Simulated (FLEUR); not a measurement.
The system is VWC2.

```xyz
4
Lattice="1.5170 0.8759 4.9339 -1.5170 0.8759 4.9339 0.0000 -1.7517 4.9339" Properties=species:S:1:pos:R:3 pbc="T T T"
W     0.0000    0.0000    0.0000
V     0.0000    0.0000    7.4008
C     0.0000    0.0000    3.6485
C     0.0000    0.0000   11.1532
```

The cell comes from a database or a generator and needn't be the stable form of this composition.

Base run:

| Item | Value |
| --- | --- |
| Program | FLEUR MaX-R8.1 (later development tree) |
| Functional | PBEsol |
| Potentials or basis | all-electron |
| Basis | FLAPW |
| Kmax | 4.73 1/bohr |
| k mesh | 8 × 8 × 8 |
| Occupations | fermi-dirac, width 0.05 eV |
| Spin | collinear spin, ferromagnetic start |
| Starting moments | [0.0, 2.001, 0.0, 0.0] μB |
| Hubbard terms | V d U = 5 eV |

Its results: band gap on the k mesh none (metal or under the smearing width); net moment 1.02 μB per cell; site moments W -0.09; V +1.18; C -0.07 μB.

Task: The run is repeated on the same cell with these changes: hubbard terms from V d U = 5 eV to V d U = 3 eV. What comes out?

Result: Band gap on the k mesh none (metal or under the smearing width); net moment 0.36 μB per cell; site moments W -0.04; V +0.43; C -0.02 μB.

Caveats: the U is typed as a test and isn't derived for this compound.

Not every run made on this cell is shown here.
